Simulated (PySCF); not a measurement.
# C2H6ClFSi2: the cost of one run

The runs use PySCF 2.14.0, with density-fitted response routines of our own; the level of theory stands in each step. All values are computed, except where a source is named. Atoms are numbered from 0 throughout.

### Step 1. The molecule as given

12 atoms, charge 0, multiplicity 1; geometry from: PBE0-D3(BJ)/def2-SVP.

Bonds of the start (Å): F0–Si1 1.62, Si1–Cl2 2.06, Si1–C3 1.83, C3–C4 1.55, C4–Si5 1.85, Si5–C3 1.87, Si1–H6 1.48, C3–H7 1.10, C4–H8 1.10, C4–H9 1.09, Si5–H10 1.48, Si5–H11 1.48.

### Step 2. Core-electron binding energies: SCAN, X2C

The job: settings as JSON, then the geometry in Å.

```
{"job": {"kind": "xps"}, "charge": 0, "multiplicity": 1}
F     -1.428094    -2.257295    -0.953679
Si    -1.349302    -0.651216    -0.756289
Cl    -3.245860    -0.036155    -0.231239
C     -0.131821    -0.227441     0.543375
C      0.460795     1.201649     0.585127
Si     1.687303    -0.107056     0.119888
H     -1.006801    -0.039741    -2.064667
H     -0.357002    -0.672954     1.521349
H      0.118927     1.903415    -0.185661
H      0.514917     1.669541     1.573557
H      2.662559    -0.591111     1.124760
H      2.091508    -0.242118    -1.300619
```

With the program's defaults for keys left out, this is: delta-SCF UKS SCAN, pcX-2 on the ionised atom, pcseg-1 elsewhere, spin-free X2C.

Started as:

```console
$ OMP_NUM_THREADS=1 python probes_run.py task.json out
```

One launch serves the whole session: the jobs run in the order shown.

**Question.** How long does this first job take on 1 thread of Arm Neoverse V1, shared host, and how much memory does it need?

About 64 s, with a peak of 0.63 GiB.
